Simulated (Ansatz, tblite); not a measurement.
# The cluster Zr₂Se₄: which isomer is lowest, part 2 of 2

Aim: relax the candidate shapes of the cluster Zr₂Se₄ that a cheap search turned up, and see how the levels of theory order them.

Ansatz 0.2.0, Gaussian basis; relaxed with PBE-D4/def2-SVP, singlet. Earlier steps stand in the parts before.

### 12 Candidate B, revPBE-D4/def2-TZVP

The input, in.yaml:

```yaml
crystal:
  periodic: [false, false, false]
  atoms:
    - {symbol: Zr, position_ang: [0.894546, -1.260056, -0.827230]}
    - {symbol: Zr, position_ang: [-0.870493, 1.232584, 0.804978]}
    - {symbol: Se, position_ang: [2.561934, -0.657378, -2.376040]}
    - {symbol: Se, position_ang: [-2.562166, 0.772029, 2.375975]}
    - {symbol: Se, position_ang: [1.263917, -0.040392, 1.385911]}
    - {symbol: Se, position_ang: [-1.287738, -0.046787, -1.363584]}
basis:
  gaussian: {orbitals: def2-TZVP, initial_orbitals: start.molden}
hamiltonian: {xc: {name: revPBE}, dispersion: d4}
scf: {omitted_lower_state_checks: [starts]}
output: {orbitals: {seedname: orbitals}}
```

Launch:

```console
$ ansatz run in.yaml --threads 4 --pin off --events-out ev --progress --plain --max-ram 8704MiB
```

The log of the run:

```text
Functional definition: revPBE
  name "revPBE"
  cite "Zhang & Yang, Phys. Rev. Lett. 80, 890 (1998) doi:10.1103/PhysRevLett.80.890"
  cite "Perdew, Burke & Ernzerhof, Phys. Rev. Lett. 77, 3865 (1996) doi:10.1103/PhysRevLett.77.3865"
  parameter kappa = 1.245
  parameter beta = 0.06672455060314922
  exchange = pbe_x(kappa = kappa, mu = beta*pi^2/3)
  correlation = pbe_c(beta = beta)
these checks for a lower state are left out or cut short: starts
2190 factors; their error is unknown
mean field evaluation 1: about -263947.9438 eV, gradient 1.5e1 eV
mean field evaluation 2: about -263948.1478 eV, gradient 2.5e-1 eV
mean field evaluation 4: about -263948.0408 eV, gradient 9.1e-2 eV
mean field -263948.04082111 eV, -9699.9115897677 hartree, gradient 2.6e-5 eV, S^2 0.000000; 0 other end points of the search recorded, 0 dependent functions left out
reference -263948.04089394 eV, -9699.9115924443 hartree; 80, 80 occupied and 192, 192 virtual orbitals, 2190 factors
Total energy: -263948.75052744 eV, -9699.9376709945 hartree
Checks for a lower state left out: starts
```

Run time: 7 s. Hardware: 4 threads of Arm Neoverse V2, shared host; peak memory 0.59 GiB.

Report: HOMO -5.56 eV, LUMO -3.97 eV.

### 13 Candidate B, MP2/def2-TZVP

in.yaml: that of step 12 with these lines changed.

```diff
@@ -11,3 +11,3 @@
   gaussian: {orbitals: def2-TZVP, initial_orbitals: start.molden}
-hamiltonian: {xc: {name: revPBE}, dispersion: d4}
+correlation: {method: mp2}
 scf: {omitted_lower_state_checks: [starts]}
```

Launched as before.

The log of the run:

```text
Functional definition: HF
  name "HF"
  cite "Fock, Z. Phys. 61, 126 (1930) doi:10.1007/BF01340294"
  parent pbe
  exchange = exact_x
  correlation = 0
these checks for a lower state are left out or cut short: starts
2040 factors; integrals over basis functions are off by at most 9.5e-4 eV
mean field evaluation 1: about -263749.8029 eV, gradient 4.6e1 eV
mean field evaluation 2: about -263751.5147 eV, gradient 2.6e0 eV
mean field evaluation 4: about -263752.1611 eV, gradient 2.2e0 eV
mean field evaluation 8: about -263752.1797 eV, gradient 1.1e-3 eV
mean field -263752.17973237 eV, -9692.7138275162 hartree, gradient 1.1e-6 eV, S^2 0.000000; 0 other end points of the search recorded, 0 dependent functions left out
36 core orbitals not correlated: weight in the atoms' cores, before any rotation towards them, 1.000 or more for the frozen orbitals, at most 0.000 for the correlated occupied ones
reference -263752.17973237 eV, -9692.7138275162 hartree; 44, 44 occupied and 192, 192 virtual orbitals, 2040 factors
second order -46.47471661 eV of doubles, -0.00000000 eV of singles
Total energy: -263798.65444898 eV, -9694.4217418500 hartree
Checks for a lower state left out: starts
```

Wall time 18 s (4 threads of Arm Neoverse V2, shared host); peak memory 1.1 GiB.

Report: Hartree-Fock HOMO -8.56 eV, LUMO -0.93 eV.

### 14 Candidate C, GFN1-xTB

Tight binding, by tblite at 300 K electronic temperature and without a spin-polarisation term:

```python
tblite.interface.Calculator('GFN1-xTB', numbers, positions, charge=0, uhf=0).singlepoint()
```

Energy -441.2328 eV, HOMO -9.77 eV, LUMO -8.58 eV; 0.009 s.

### 15 Candidate C, GFN2-xTB

Tight binding, by tblite at 300 K electronic temperature and without a spin-polarisation term:

```python
tblite.interface.Calculator('GFN2-xTB', numbers, positions, charge=0, uhf=0).singlepoint()
```

Energy -436.2489 eV, HOMO -11.11 eV, LUMO -9.74 eV; 0.009 s.

### 16 Candidate C, PBE0-D4/def2-TZVP

The input, in.yaml:

```yaml
crystal:
  periodic: [false, false, false]
  atoms:
    - {symbol: Zr, position_ang: [-1.666524, -0.633514, -0.424908]}
    - {symbol: Zr, position_ang: [0.897024, 1.566329, -0.320998]}
    - {symbol: Se, position_ang: [0.497983, -0.495129, -1.789336]}
    - {symbol: Se, position_ang: [3.031921, 1.418353, 0.654815]}
    - {symbol: Se, position_ang: [-0.870566, 0.947931, 1.427498]}
    - {symbol: Se, position_ang: [-1.889827, -2.803970, 0.452930]}
basis:
  gaussian: {orbitals: def2-TZVP, initial_orbitals: start.molden}
hamiltonian: {xc: pbe0, dispersion: d4}
scf: {omitted_lower_state_checks: [starts]}
output: {orbitals: {seedname: orbitals}}
```

The command is unchanged.

The log of the run:

```text
Functional definition: PBE0
  name "PBE0"
  cite "Adamo & Barone, J. Chem. Phys. 110, 6158 (1999) doi:10.1063/1.478522"
  cite "Perdew, Burke & Ernzerhof, Phys. Rev. Lett. 77, 3865 (1996) doi:10.1103/PhysRevLett.77.3865"
  parent pbe
  parameter a = 0.25
  parameter kappa = 0.804
  parameter beta = 0.06672455060314922
  exchange = (1 - a)*pbe_x(kappa = kappa, mu = beta*pi^2/3) + a*exact_x
  correlation = pbe_c(beta = beta)
these checks for a lower state are left out or cut short: starts
2446 factors; their error is unknown
mean field evaluation 1: about -263932.4568 eV, gradient 2.2e2 eV
mean field evaluation 2: about -263933.8991 eV, gradient 4.3e0 eV
mean field evaluation 4: about -263935.6842 eV, gradient 7.5e-1 eV
mean field evaluation 8: about -263935.6849 eV, gradient 2.1e-5 eV
mean field -263935.68494214 eV, -9699.4575195909 hartree, gradient 2.1e-5 eV, S^2 0.000000; 0 other end points of the search recorded, 0 dependent functions left out
reference -263935.68498512 eV, -9699.4575211702 hartree; 80, 80 occupied and 192, 192 virtual orbitals, 2446 factors
Total energy: -263936.05204768 eV, -9699.4710104706 hartree
Checks for a lower state left out: starts
```

Run time: 19 s. Hardware: 4 threads of Arm Neoverse V2, shared host; peak memory 1.5 GiB.

From the report: HOMO -6.47 eV, LUMO -3.31 eV.

### 17 Candidate C, PBE-D4/def2-TZVP

in.yaml: that of step 16 with these lines changed.

```diff
@@ -11,4 +11,4 @@
   gaussian: {orbitals: def2-TZVP, initial_orbitals: start.molden}
-hamiltonian: {xc: pbe0, dispersion: d4}
+hamiltonian: {xc: pbe, dispersion: d4}
 scf: {omitted_lower_state_checks: [starts]}
-output: {orbitals: {seedname: orbitals}}
+output: {forces: true, orbitals: {seedname: orbitals}}
```

The command is unchanged.

The log of the run, cut to the lines that bear on the results:

```text
Functional definition: PBE
  name "PBE"
  cite "Perdew, Burke & Ernzerhof, Phys. Rev. Lett. 77, 3865 (1996) doi:10.1103/PhysRevLett.77.3865"
  parent pbe
[...]
2190 factors; their error is unknown
[...]
mean field -263929.20077720 eV, -9699.2192309244 hartree, gradient 1.5e-5 eV, S^2 0.000000; 0 other end points of the search recorded, 0 dependent functions left out
[...]
reference -263929.20083501 eV, -9699.2192330488 hartree; 80, 80 occupied and 192, 192 virtual orbitals, 2190 factors
Total energy: -263929.61443373 eV, -9699.2344325216 hartree
Atom 0 at    -1.666524    -0.633514    -0.424908 Å, force     0.035508     0.025292     0.002691 eV/Å
Atom 1 at     0.897024     1.566329    -0.320998 Å, force    -0.024873    -0.029881     0.002731 eV/Å
Atom 2 at     0.497983    -0.495129    -1.789336 Å, force    -0.014789     0.013105     0.029944 eV/Å
Atom 3 at     3.031921     1.418353     0.654815 Å, force    -0.009506    -0.001401    -0.004049 eV/Å
Atom 4 at    -0.870566     0.947931     1.427498 Å, force     0.010100    -0.014516    -0.030039 eV/Å
Atom 5 at    -1.889827    -2.803970     0.452930 Å, force     0.003560     0.007400    -0.001277 eV/Å
Dipole moment:    -0.973337     1.179893    -0.943397 e Å
Checks for a lower state left out: starts
```

It took 9 s on 4 threads of Arm Neoverse V2, shared host; peak memory 0.59 GiB.

HOMO -5.53 eV, LUMO -3.90 eV.

### 18 Candidate C, r2SCAN-D4/def2-TZVP

in.yaml: that of step 17 with these lines changed.

```diff
@@ -11,4 +11,4 @@
   gaussian: {orbitals: def2-TZVP, initial_orbitals: start.molden}
-hamiltonian: {xc: pbe, dispersion: d4}
+hamiltonian: {xc: r2scan, dispersion: d4}
 scf: {omitted_lower_state_checks: [starts]}
-output: {forces: true, orbitals: {seedname: orbitals}}
+output: {orbitals: {seedname: orbitals}}
```

Same command.

The log of the run:

```text
Functional definition: r2SCAN
  name "r2SCAN"
  cite "Furness, Kaplan, Ning, Perdew & Sun, J. Phys. Chem. Lett. 11, 8208 (2020) doi:10.1021/acs.jpclett.0c02405"
  cite "Furness, Kaplan, Ning, Perdew & Sun, J. Phys. Chem. Lett. 11, 9248 (2020) doi:10.1021/acs.jpclett.0c03077"
  parent r2scan
  parameter k0 = 0.174
  parameter k1 = 0.065
  parameter a1 = 4.9479
  exchange = r2scan_x(k0 = k0, k1 = k1, a1 = a1)
  correlation = r2scan_c
these checks for a lower state are left out or cut short: starts
2190 factors; their error is unknown
mean field evaluation 1: about -263967.6398 eV, gradient 1.2e1 eV
mean field evaluation 2: about -263967.7448 eV, gradient 1.6e-1 eV
mean field evaluation 4: about -263967.6339 eV, gradient 9.5e-4 eV
mean field -263967.63391360 eV, -9700.6316226363 hartree, gradient 1.1e-5 eV, S^2 0.000000; 0 other end points of the search recorded, 0 dependent functions left out
reference -263967.63393199 eV, -9700.6316233120 hartree; 80, 80 occupied and 192, 192 virtual orbitals, 2190 factors
Total energy: -263967.71970712 eV, -9700.6347754899 hartree
Checks for a lower state left out: starts
```

Run time: 20 s. Hardware: 4 threads of Arm Neoverse V2, shared host; peak memory 0.65 GiB.

Report: HOMO -5.76 eV, LUMO -3.81 eV.

### 19 Candidate C, BLYP-D4/def2-TZVP

in.yaml: that of step 18 with these lines changed.

```diff
@@ -11,3 +11,3 @@
   gaussian: {orbitals: def2-TZVP, initial_orbitals: start.molden}
-hamiltonian: {xc: r2scan, dispersion: d4}
+hamiltonian: {xc: {name: BLYP}, dispersion: d4}
 scf: {omitted_lower_state_checks: [starts]}
```

Same command.

The log of the run:

```text
Functional definition: BLYP
  name "BLYP"
  cite "Becke, Phys. Rev. A 38, 3098 (1988) doi:10.1103/PhysRevA.38.3098"
  cite "Lee, Yang & Parr, Phys. Rev. B 37, 785 (1988) doi:10.1103/PhysRevB.37.785"
  parameter beta = 0.0042
  parameter a = 0.04918
  parameter b = 0.132
  parameter c = 0.2533
  parameter d = 0.349
  exchange = b88_x(beta = beta)
  correlation = lyp_c(a = a, b = b, c = c, d = d)
these checks for a lower state are left out or cut short: starts
2190 factors; their error is unknown
mean field evaluation 1: about -263969.5002 eV, gradient 2.0e1 eV
mean field evaluation 2: about -263969.9366 eV, gradient 4.9e-1 eV
mean field evaluation 4: about -263969.8291 eV, gradient 9.3e-2 eV
mean field -263969.82912535 eV, -9700.7122951801 hartree, gradient 2.6e-5 eV, S^2 0.000000; 0 other end points of the search recorded, 0 dependent functions left out
reference -263969.82951458 eV, -9700.7123094842 hartree; 80, 80 occupied and 192, 192 virtual orbitals, 2190 factors
Total energy: -263970.64333628 eV, -9700.7422168798 hartree
Checks for a lower state left out: starts
```

It took 8.5 s on 4 threads of Arm Neoverse V2, shared host; peak memory 0.59 GiB.

From the report: HOMO -5.33 eV, LUMO -3.84 eV.

### 20 Candidate C, revPBE-D4/def2-TZVP

in.yaml: that of step 19 with these lines changed.

```diff
@@ -11,3 +11,3 @@
   gaussian: {orbitals: def2-TZVP, initial_orbitals: start.molden}
-hamiltonian: {xc: {name: BLYP}, dispersion: d4}
+hamiltonian: {xc: {name: revPBE}, dispersion: d4}
 scf: {omitted_lower_state_checks: [starts]}
```

Launched as before.

The log of the run:

```text
Functional definition: revPBE
  name "revPBE"
  cite "Zhang & Yang, Phys. Rev. Lett. 80, 890 (1998) doi:10.1103/PhysRevLett.80.890"
  cite "Perdew, Burke & Ernzerhof, Phys. Rev. Lett. 77, 3865 (1996) doi:10.1103/PhysRevLett.77.3865"
  parameter kappa = 1.245
  parameter beta = 0.06672455060314922
  exchange = pbe_x(kappa = kappa, mu = beta*pi^2/3)
  correlation = pbe_c(beta = beta)
these checks for a lower state are left out or cut short: starts
2190 factors; their error is unknown
mean field evaluation 1: about -263947.8206 eV, gradient 1.5e1 eV
mean field evaluation 2: about -263948.0223 eV, gradient 2.5e-1 eV
mean field evaluation 4: about -263947.9127 eV, gradient 1.0e-1 eV
mean field -263947.91268544 eV, -9699.9068808689 hartree, gradient 2.2e-5 eV, S^2 0.000000; 0 other end points of the search recorded, 0 dependent functions left out
reference -263947.91275808 eV, -9699.9068835384 hartree; 80, 80 occupied and 192, 192 virtual orbitals, 2190 factors
Total energy: -263948.62168781 eV, -9699.9329362255 hartree
Checks for a lower state left out: starts
```

It took 7 s on 4 threads of Arm Neoverse V2, shared host; peak memory 0.59 GiB.

HOMO -5.46 eV, LUMO -3.79 eV.

### 21 Candidate C, MP2/def2-TZVP

in.yaml: that of step 20 with these lines changed.

```diff
@@ -11,3 +11,3 @@
   gaussian: {orbitals: def2-TZVP, initial_orbitals: start.molden}
-hamiltonian: {xc: {name: revPBE}, dispersion: d4}
+correlation: {method: mp2}
 scf: {omitted_lower_state_checks: [starts]}
```

Same command.

The log of the run:

```text
Functional definition: HF
  name "HF"
  cite "Fock, Z. Phys. 61, 126 (1930) doi:10.1007/BF01340294"
  parent pbe
  exchange = exact_x
  correlation = 0
these checks for a lower state are left out or cut short: starts
2038 factors; integrals over basis functions are off by at most 6.7e-4 eV
mean field evaluation 1: about -263749.5744 eV, gradient 4.6e1 eV
mean field evaluation 2: about -263751.2730 eV, gradient 2.6e0 eV
mean field evaluation 4: about -263751.9356 eV, gradient 2.2e0 eV
mean field evaluation 8: about -263751.9551 eV, gradient 1.2e-3 eV
mean field -263751.95510443 eV, -9692.7055725915 hartree, gradient 1.3e-6 eV, S^2 0.000000; 0 other end points of the search recorded, 0 dependent functions left out
36 core orbitals not correlated: weight in the atoms' cores, before any rotation towards them, 1.000 or more for the frozen orbitals, at most 0.000 for the correlated occupied ones
reference -263751.95510443 eV, -9692.7055725915 hartree; 44, 44 occupied and 192, 192 virtual orbitals, 2038 factors
second order -46.59344585 eV of doubles, -0.00000000 eV of singles
Total energy: -263798.54855027 eV, -9694.4178501442 hartree
Checks for a lower state left out: starts
```

It took 18 s on 4 threads of Arm Neoverse V2, shared host; peak memory 1.1 GiB.

Report: Hartree-Fock HOMO -8.51 eV, LUMO -1.22 eV.

### 22 B against A

The energies of A at these levels come from its own runs, whose logs aren't repeated here.

| level | B above A (kcal/mol) | time |
| --- | --- | --- |
| GFN1-xTB | -0.9 | 0.019 s |
| GFN2-xTB | -9.4 | 0.021 s |
| HF/def2-TZVP | -0.8 |  |
| PBE-D4/def2-TZVP | +7.5 | 17 s |
| revPBE-D4/def2-TZVP | +6.9 | 16 s |
| BLYP-D4/def2-TZVP | +4.8 | 19 s |
| r2SCAN-D4/def2-TZVP | +6.6 | 39 s |
| PBE0-D4/def2-TZVP | +6.1 | 42 s |
| MP2/def2-TZVP | +6.7 | 37 s |

Times add the two runs; a level without a time comes out of a correlated run.

### 23 C against A

The energies of A at these levels come from its own runs, whose logs aren't repeated here.

```csv
level,C above A (kcal/mol),time
GFN1-xTB,+0.9,0.019 s
GFN2-xTB,+2.4,0.021 s
HF/def2-TZVP,+4.4,
PBE-D4/def2-TZVP,+10.5,17 s
revPBE-D4/def2-TZVP,+9.9,16 s
BLYP-D4/def2-TZVP,+8.0,20 s
r2SCAN-D4/def2-TZVP,+10.1,41 s
PBE0-D4/def2-TZVP,+9.5,38 s
MP2/def2-TZVP,+9.1,37 s
```

Times add the two runs; a level without a time comes out of a correlated run.

### 24 What came out

What follows sums up all 2 parts.

| quantity | value |
| --- | --- |
| B above A, range of the levels free of doubt, tight binding aside | -0.8 to +7.5 kcal/mol |
| levels that put B lower | GFN1-xTB, GFN2-xTB, HF/def2-TZVP |
| C above A, range of the levels free of doubt, tight binding aside | +4.4 to +10.5 kcal/mol |
| levels that put C lower | none |

The levels disagree on B and A: 3 of 9 put B lower. All levels free of doubt put A (C3v) below C (C2v), by 0.9 to 10.5 kcal/mol. A random search of this size may have missed the true lowest shape. Only singlets are compared; another spin may lie lower and prefer another shape.
